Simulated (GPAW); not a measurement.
# HfMoC2 (P4/mmm) in GPAW: settings compared

Aim: see how the results for HfMoC2 move with the level of theory and the settings. Levels: PBEsol+D3(BJ), PBEsol+D3(BJ)+ATM, PBEsol+D4. Tasks: relaxation of cell and atoms.

Everything below comes from runs of GPAW 26.7.0. Logs are shortened: lines on timing, memory, paths and dates and some standing lists are left out, and cuts for length are marked. The log counts tension as positive stress, the text compression.

## 1. Starting point

Symmetry: P4/mmm, No. 123, tetragonal system. The conventional cell has a = 3.191 Å, b = 3.191 Å, c = 4.485 Å, α = 90.00°, β = 90.00°, γ = 90.00°. Hf (site symmetry 4/mmm) is surrounded by 6 C at 2.24 to 2.26 Å. Around Mo (site symmetry 4/mmm) lie 6 C at 2.24 to 2.26 Å. C (site symmetry 4/mmm) is surrounded by 2 Mo at 2.24 Å and 4 Hf at 2.26 Å. Around C (site symmetry 4/mmm) lie 2 Hf at 2.24 Å and 4 Mo at 2.26 Å.

The cell comes from a database or a generator and needn't be the stable form of this composition.

## 2. Relaxation of cell and atoms, PBEsol+D3(BJ)

The input, run.py:

```python
from ase import Atoms
from ase.calculators.mixing import SumCalculator
from ase.filters import FrechetCellFilter
from ase.io import write
from ase.optimize import BFGS
from dftd3.ase import DFTD3
from gpaw import GPAW, PW, setup_paths

setup_paths.insert(0, '.')

atoms = Atoms(['Hf', 'Mo', 'C', 'C'],
              cell=[[3.191423, 0.0, 0.0],
                    [0.0, 3.191423, 0.0],
                    [0.0, 0.0, 4.485164]],
              scaled_positions=[[0.0, 0.0, 0.0],
                                [0.5, 0.5, 0.5],
                                [0.5, 0.5, 0.0],
                                [0.0, 0.0, 0.5]],
              pbc=True)

calc = GPAW(mode=PW(800),
            xc='PBEsol',
            kpts={'size': (6, 6, 5), 'gamma': True},
            occupations={'name': 'fermi-dirac', 'width': 0.05},
            nbands=33,
            convergence={'density': 1e-05, 'forces': 0.0001},
            maxiter=150,
            txt='gpaw.txt')
atoms.calc = SumCalculator([calc, DFTD3(method='pbesol', damping='d3bj')])
opt = BFGS(FrechetCellFilter(atoms), trajectory='relax.traj', logfile='-')
done = opt.run(fmax=0.02, steps=60)
calc.write('gs.gpw')
write('result.traj', atoms)
print('Converged:', done)
print('Cell:', atoms.cell.cellpar().round(4))
print('Volume:', round(atoms.get_volume(), 4))
print(atoms.get_scaled_positions().round(5))
```

Potentials or basis: PAW data sets generated in the run's folder for this functional, pw.

Run with:

```sh
gpaw-setup -f PBEsol C Hf Mo
OMP_NUM_THREADS=1 python run.py
```

gpaw.txt:

```text
__  _  _
 | _ |_)|_||  |
 |__||  | ||/\| - 26.7.0

Input parameters:
  mode=PW(ecut=800.0),
  convergence={'density': 1e-05, 'forces': 0.0001},
  kpts=MonkhorstPack(size=(6, 6, 5), gamma=True),
  maxiter=150,
  nbands=33,
  occupations=Occupations(name='fermi-dirac', width=0.05),
  xc=XC(name='PBEsol')

Diagonalizing LCAO Hamiltonian
Converting LCAO to pw mode
   .-------.
  /|       |
 * |       |
 | |       |
 | |  Mo   |
 C |       |
 | .-------.
 |/   C   /
 Hf------*

Atoms  # Å, Bohr magnetons
|   | symbol |        x |        y |        z |    initial magnetic moments |
|---|--------|----------|----------|----------|-----------------------------|
| 0 |     Hf | 0.000000 | 0.000000 | 0.000000 | ( 0.0000,  0.0000,  0.0000) |
| 1 |     Mo | 1.595711 | 1.595711 | 2.242582 | ( 0.0000,  0.0000,  0.0000) |
| 2 |      C | 1.595711 | 1.595711 | 0.000000 | ( 0.0000,  0.0000,  0.0000) |
| 3 |      C | 0.000000 | 0.000000 | 2.242582 | ( 0.0000,  0.0000,  0.0000) |

Unit cell  # Å
| periodic |        x |        y |        z |  lengths |    angles |
|----------|----------|----------|----------|----------|-----------|
|      yes | 3.191423 | 0.000000 | 0.000000 | 3.191423 | 90.000000 |
|      yes | 0.000000 | 3.191423 | 0.000000 | 3.191423 | 90.000000 |
|      yes | 0.000000 | 0.000000 | 4.485164 | 4.485164 | 90.000000 |

Number of symmetries: 16
Symmetry operations  # r_c * U_cc + t_c -> r_c
|    | kind |            matrix            |
|----|------|------------------------------|
|  0 |  E   |  1, 0, 0,  0, 1, 0,  0, 0, 1 |
|  1 |  σ   |  1, 0, 0,  0, 1, 0,  0, 0,-1 |
|  2 |  σ   |  1, 0, 0,  0,-1, 0,  0, 0, 1 |
|  3 |  C2  |  1, 0, 0,  0,-1, 0,  0, 0,-1 |
|  4 |  σ   |  0, 1, 0,  1, 0, 0,  0, 0, 1 |
|  5 |  C2  |  0, 1, 0,  1, 0, 0,  0, 0,-1 |
|  6 |  C4  |  0, 1, 0, -1, 0, 0,  0, 0, 1 |
|  7 |  S4  |  0, 1, 0, -1, 0, 0,  0, 0,-1 |
|  8 |  C4  |  0,-1, 0,  1, 0, 0,  0, 0, 1 |
|  9 |  S4  |  0,-1, 0,  1, 0, 0,  0, 0,-1 |
| 10 |  σ   |  0,-1, 0, -1, 0, 0,  0, 0, 1 |
| 11 |  C2  |  0,-1, 0, -1, 0, 0,  0, 0,-1 |
| 12 |  σ   | -1, 0, 0,  0, 1, 0,  0, 0, 1 |
| 13 |  C2  | -1, 0, 0,  0, 1, 0,  0, 0,-1 |
[... 161 lines left out ...]
SCF iterations
|iter     | |      energy | eigst |  dens |force |
|---------|-|-------------|-------|-------|------|
|iter:   1| |  -48.480007 | +0.26 |       |      |
|iter:   2| |  -45.727019 | -1.73 | -0.77 |      |
|iter:   3| |  -41.394880 | -0.77 | -0.84 |      |
|iter:   4| |  -41.130634 | -2.09 | -1.40 |      |
|iter:   5| |  -41.113665 | -3.02 | -1.67 |      |
|iter:   6| |  -41.121401c| -3.27 | -1.96 |      |
|iter:   7| |  -41.121870c| -4.56 | -2.84 |      |
|iter:   8| |  -41.121058c| -4.84 | -2.85 |      |
|iter:   9| |  -41.121075c| -6.27 | -3.46 |      |
|iter:  10| |  -41.121060c| -7.50c| -4.14 |      |
|iter:  11| |  -41.121068c| -8.19c| -4.50 |      |
|iter:  12| |  -41.121067c| -9.43c| -5.53c|      |
|iter:  13| |  -41.121067c|-10.13c| -6.08c|-30.05c|

Converged in 13 steps
Energy contributions relative to reference atoms: (reference = -521883.010482)

Energy contributions:
  Kinetic:          11.185413
  Coulomb:         -17.828583
  Zero:             -0.634722
  External:          0.000000
  Xc:              -33.832389
  Entropy:          -0.021574
  Spinorbit:         0.000000
  ----------------------------
  Free energy:     -41.131854
  Extrapolated:    -41.121067
[... 23 lines left out ...]
|         24 |        17.192 |     0.000 |
|         25 |        19.854 |     0.000 |
|        ... |               |           |
|         32 |        38.685 |     0.000 |

No gap
No difference between direct/indirect transitions

Stress tensor  # eV/Ang^3
|        x |        y |        z |
|----------|----------|----------|
| 0.046410 | 0.000000 | 0.000000 |
| 0.000000 | 0.046410 | 0.000000 |
| 0.000000 | 0.000000 | 0.048290 |

Forces  # eV/Ang
|        x |       y |       z |
|----------|---------|---------|
|  0.00000 | 0.00000 | 0.00000 |  # Hf   0
|  0.00000 | 0.00000 | 0.00000 |  # Mo   1
| -0.00000 | 0.00000 | 0.00000 |  # C    2
|  0.00000 | 0.00000 | 0.00000 |  # C    3

Interpolating wave functions to new cell

       C    Mo

       Hf   C

Atoms  # Å, Bohr magnetons
|   | symbol |         x |         y |         z |    initial magnetic moments |
|---|--------|-----------|-----------|-----------|-----------------------------|
| 0 |     Hf | -0.000000 | -0.000000 |  0.000000 | ( 0.0000,  0.0000,  0.0000) |
| 1 |     Mo |  1.590434 |  1.590434 |  2.234986 | ( 0.0000,  0.0000,  0.0000) |
| 2 |      C |  1.590434 |  1.590434 | -0.000000 | ( 0.0000,  0.0000,  0.0000) |
| 3 |      C |  0.000000 | -0.000000 |  2.234986 | ( 0.0000,  0.0000,  0.0000) |

Unit cell  # Å
| periodic |         x |         y |         z |  lengths |    angles |
|----------|-----------|-----------|-----------|----------|-----------|
|      yes |  3.180867 | -0.000000 | -0.000000 | 3.180867 | 90.000000 |
|      yes | -0.000000 |  3.180867 | -0.000000 | 3.180867 | 90.000000 |
|      yes | -0.000000 | -0.000000 |  4.469971 | 4.469971 | 90.000000 |
[... 231 lines left out ...]
|         24 |        17.397 |     0.000 |
|         25 |        20.122 |     0.000 |
|        ... |               |           |
|         32 |        31.234 |     0.000 |

No gap
No difference between direct/indirect transitions

Stress tensor  # eV/Ang^3
|        x |        y |        z |
|----------|----------|----------|
| 0.029593 | 0.000000 | 0.000000 |
| 0.000000 | 0.029593 | 0.000000 |
| 0.000000 | 0.000000 | 0.030983 |

Forces  # eV/Ang
|        x |        y |       z |
|----------|----------|---------|
| -0.00000 | -0.00000 | 0.00000 |  # Hf   0
|  0.00000 |  0.00000 | 0.00000 |  # Mo   1
|  0.00000 |  0.00000 | 0.00000 |  # C    2
|  0.00000 |  0.00000 | 0.00000 |  # C    3

Interpolating wave functions to new cell

            Mo
       C
            C
       Hf

Atoms  # Å, Bohr magnetons
|   | symbol |         x |         y |         z |    initial magnetic moments |
|---|--------|-----------|-----------|-----------|-----------------------------|
| 0 |     Hf | -0.000000 | -0.000000 |  0.000000 | ( 0.0000,  0.0000,  0.0000) |
| 1 |     Mo |  1.570371 |  1.570371 |  2.206153 | ( 0.0000,  0.0000,  0.0000) |
| 2 |      C |  1.570371 |  1.570371 | -0.000000 | ( 0.0000,  0.0000,  0.0000) |
| 3 |      C |  0.000000 |  0.000000 |  2.206153 | ( 0.0000,  0.0000,  0.0000) |

Unit cell  # Å
| periodic |         x |         y |         z |  lengths |    angles |
|----------|-----------|-----------|-----------|----------|-----------|
|      yes |  3.140742 | -0.000000 | -0.000000 | 3.140742 | 90.000000 |
|      yes | -0.000000 |  3.140742 | -0.000000 | 3.140742 | 90.000000 |
|      yes |  0.000000 |  0.000000 |  4.412305 | 4.412305 | 90.000000 |
[... 233 lines left out ...]
|         24 |        18.198 |     0.000 |
|         25 |        21.164 |     0.000 |
|        ... |               |           |
|         32 |        32.366 |     0.000 |

No gap
No difference between direct/indirect transitions

Stress tensor  # eV/Ang^3
|         x |         y |         z |
|-----------|-----------|-----------|
| -0.041756 |  0.000000 |  0.000000 |
|  0.000000 | -0.041756 | -0.000000 |
|  0.000000 | -0.000000 | -0.042512 |

Forces  # eV/Ang
|        x |        y |       z |
|----------|----------|---------|
| -0.00000 |  0.00000 | 0.00000 |  # Hf   0
|  0.00000 |  0.00000 | 0.00000 |  # Mo   1
|  0.00000 | -0.00000 | 0.00000 |  # C    2
|  0.00000 | -0.00000 | 0.00000 |  # C    3

Interpolating wave functions to new cell

            Mo
       C
            C
       Hf

Atoms  # Å, Bohr magnetons
|   | symbol |         x |         y |         z |    initial magnetic moments |
|---|--------|-----------|-----------|-----------|-----------------------------|
| 0 |     Hf | -0.000000 | -0.000000 | -0.000000 | ( 0.0000,  0.0000,  0.0000) |
| 1 |     Mo |  1.571398 |  1.571398 |  2.207672 | ( 0.0000,  0.0000,  0.0000) |
| 2 |      C |  1.571398 |  1.571398 |  0.000000 | ( 0.0000,  0.0000,  0.0000) |
| 3 |      C |  0.000000 |  0.000000 |  2.207672 | ( 0.0000,  0.0000,  0.0000) |

Unit cell  # Å
| periodic |         x |         y |         z |  lengths |    angles |
|----------|-----------|-----------|-----------|----------|-----------|
|      yes |  3.142796 | -0.000000 | -0.000000 | 3.142796 | 90.000000 |
|      yes | -0.000000 |  3.142796 |  0.000000 | 3.142796 | 90.000000 |
|      yes |  0.000000 |  0.000000 |  4.415344 | 4.415344 | 90.000000 |
[... 230 lines left out ...]
|         24 |        18.155 |     0.000 |
|         25 |        21.109 |     0.000 |
|        ... |               |           |
|         32 |        32.306 |     0.000 |

No gap
No difference between direct/indirect transitions

Stress tensor  # eV/Ang^3
|         x |         y |         z |
|-----------|-----------|-----------|
| -0.037791 |  0.000000 |  0.000000 |
|  0.000000 | -0.037791 |  0.000000 |
|  0.000000 |  0.000000 | -0.038345 |

Forces  # eV/Ang
|        x |        y |       z |
|----------|----------|---------|
| -0.00000 |  0.00000 | 0.00000 |  # Hf   0
| -0.00000 | -0.00000 | 0.00000 |  # Mo   1
|  0.00000 |  0.00000 | 0.00000 |  # C    2
|  0.00000 |  0.00000 | 0.00000 |  # C    3

# Writing to gs.gpw (mode='')
```

Run time: 2.6 min. Hardware: 1 thread of Intel Xeon Platinum 8488C (Sapphire Rapids), shared host; peak memory 0.28 GiB.

What came out:

| Item | Value |
| --- | --- |
| Free energy | -42.7880 eV |
| Relaxed volume | 10.90 Å³/atom |
| Relaxed cell | a = 3.143 Å, b = 3.143 Å, c = 4.415 Å, α = 90.00°, β = 90.00°, γ = 90.00° |
| Space group after relaxing (to 0.05 Å) | P4/mmm (No. 123) |
| Energy gained by relaxing | 21.3 meV/atom |
| Ionic steps | 4 |
| Pressure after relaxing | 0.0 GPa |
| Band gap on the k mesh | none (metal or under the smearing width) |
| Dispersion energy per atom | -0.412 eV |

Step by step:
```
step  energy change (eV)  largest force (eV/Å)  pressure (GPa)  volume (Å³)
   1              0.0000                0.0000          -13.12        45.68
   2             -0.0329                0.0000          -10.51        45.23
   3             -0.0848                0.0000            0.60        43.52
   4             -0.0851                0.0000           -0.02        43.61
```

Final structure:
```
Hf Mo C
1.0
     3.14280    0.00000    0.00000
     0.00000    3.14280    0.00000
     0.00000    0.00000    4.41534
Hf Mo C
1 1 2
Direct
  0.00000 0.00000 0.00000
  0.50000 0.50000 0.50000
  0.50000 0.50000 0.00000
  0.00000 0.00000 0.50000
```

Caveat: later steps reuse the first step's grids; pairwise dispersion overbinds metals, which lowers pressure and volume. Spin-orbit coupling is left out, which matters for the levels of Hf.

## 3. Relaxation of cell and atoms, PBEsol+D3(BJ)+ATM

Changes to run.py since step 2:

```diff
@@ -28,3 +28,3 @@
             txt='gpaw.txt')
-atoms.calc = SumCalculator([calc, DFTD3(method='pbesol', damping='d3bj')])
+atoms.calc = SumCalculator([calc, DFTD3(damping='d3bj', params_tweaks=dict(method='pbesol', atm=True))])
 opt = BFGS(FrechetCellFilter(atoms), trajectory='relax.traj', logfile='-')
```

Potentials or basis: PAW data sets generated in the run's folder for this functional, pw.

Run with:

```sh
gpaw-setup -f PBEsol C Hf Mo
OMP_NUM_THREADS=1 python run.py
```

gpaw.txt:

```text
__  _  _
 | _ |_)|_||  |
 |__||  | ||/\| - 26.7.0

Input parameters:
  mode=PW(ecut=800.0),
  convergence={'density': 1e-05, 'forces': 0.0001},
  kpts=MonkhorstPack(size=(6, 6, 5), gamma=True),
  maxiter=150,
  nbands=33,
  occupations=Occupations(name='fermi-dirac', width=0.05),
  xc=XC(name='PBEsol')

Diagonalizing LCAO Hamiltonian
Converting LCAO to pw mode
   .-------.
  /|       |
 * |       |
 | |       |
 | |  Mo   |
 C |       |
 | .-------.
 |/   C   /
 Hf------*

Atoms  # Å, Bohr magnetons
|   | symbol |        x |        y |        z |    initial magnetic moments |
|---|--------|----------|----------|----------|-----------------------------|
| 0 |     Hf | 0.000000 | 0.000000 | 0.000000 | ( 0.0000,  0.0000,  0.0000) |
| 1 |     Mo | 1.595711 | 1.595711 | 2.242582 | ( 0.0000,  0.0000,  0.0000) |
[... 812 lines left out ...]
| -0.00000 | 0.00000 | 0.00000 |  # Hf   0
|  0.00000 | 0.00000 | 0.00000 |  # Mo   1
|  0.00000 | 0.00000 | 0.00000 |  # C    2
|  0.00000 | 0.00000 | 0.00000 |  # C    3

Interpolating wave functions to new cell

       C    Mo

       Hf   C

Atoms  # Å, Bohr magnetons
|   | symbol |         x |         y |         z |    initial magnetic moments |
|---|--------|-----------|-----------|-----------|-----------------------------|
| 0 |     Hf | -0.000000 | -0.000000 | -0.000000 | ( 0.0000,  0.0000,  0.0000) |
| 1 |     Mo |  1.573429 |  1.573429 |  2.210523 | ( 0.0000,  0.0000,  0.0000) |
| 2 |      C |  1.573429 |  1.573429 | -0.000000 | ( 0.0000,  0.0000,  0.0000) |
| 3 |      C |  0.000000 | -0.000000 |  2.210523 | ( 0.0000,  0.0000,  0.0000) |

Unit cell  # Å
| periodic |         x |         y |         z |  lengths |    angles |
|----------|-----------|-----------|-----------|----------|-----------|
|      yes |  3.146858 |  0.000000 | -0.000000 | 3.146858 | 90.000000 |
|      yes | -0.000000 |  3.146858 | -0.000000 | 3.146858 | 90.000000 |
|      yes | -0.000000 | -0.000000 |  4.421046 | 4.421046 | 90.000000 |
[... 235 lines left out ...]
No gap
No difference between direct/indirect transitions

Stress tensor  # eV/Ang^3
|         x |         y |         z |
|-----------|-----------|-----------|
| -0.030093 |  0.000000 |  0.000000 |
|  0.000000 | -0.030093 | -0.000000 |
|  0.000000 | -0.000000 | -0.030527 |

Forces  # eV/Ang
|        x |       y |       z |
|----------|---------|---------|
|  0.00000 | 0.00000 | 0.00000 |  # Hf   0
|  0.00000 | 0.00000 | 0.00000 |  # Mo   1
| -0.00000 | 0.00000 | 0.00000 |  # C    2
|  0.00000 | 0.00000 | 0.00000 |  # C    3

# Writing to gs.gpw (mode='')
```

stdout:

```text
Step          Energy          fmax
BFGS:    0      -42.542696        0.874372
BFGS:    1      -42.570418        0.691628
BFGS:    2      -42.613629        0.037655
BFGS:    3      -42.613818        0.002425
Converged: True
Cell: [ 3.1469  3.1469  4.421  90.     90.     90.    ]
Volume: 43.7804
[[0.  0.  0. ]
 [0.5 0.5 0.5]
 [0.5 0.5 0. ]
 [0.  0.  0.5]]
```

Run time: 2.8 min. Hardware: 1 thread of Intel Xeon Platinum 8488C (Sapphire Rapids), shared host; peak memory 0.28 GiB.

Results:

| Item | Value |
| --- | --- |
| Free energy | -42.6251 eV |
| Relaxed volume | 10.95 Å³/atom |
| Relaxed cell | a = 3.147 Å, b = 3.147 Å, c = 4.421 Å, α = 90.00°, β = 90.00°, γ = 90.00° |
| Space group after relaxing (to 0.05 Å) | P4/mmm (No. 123) |
| Energy gained by relaxing | 17.8 meV/atom |
| Ionic steps | 4 |
| Pressure after relaxing | 0.0 GPa |
| Band gap on the k mesh | none (metal or under the smearing width) |
| Dispersion energy per atom | -0.369 eV |

Step by step:
```tsv
step	energy change (eV)	largest force (eV/Å)	pressure (GPa)	volume (Å³)
1	0.0000	0.0000	-12.06	45.68
2	-0.0277	0.0000	-9.63	45.26
3	-0.0709	0.0000	0.50	43.71
4	-0.0711	0.0000	-0.02	43.78
```

Final structure:
```
CELL_PARAMETERS angstrom
3.14686 0.00000 0.00000
0.00000 3.14686 0.00000
0.00000 0.00000 4.42105
ATOMIC_POSITIONS crystal
Hf 0.00000 0.00000 0.00000
Mo 0.50000 0.50000 0.50000
C 0.50000 0.50000 0.00000
C 0.00000 0.00000 0.50000
```

Caveat: later steps reuse the first step's grids; pairwise dispersion overbinds metals, which lowers pressure and volume.

[end of part 1 of 2]
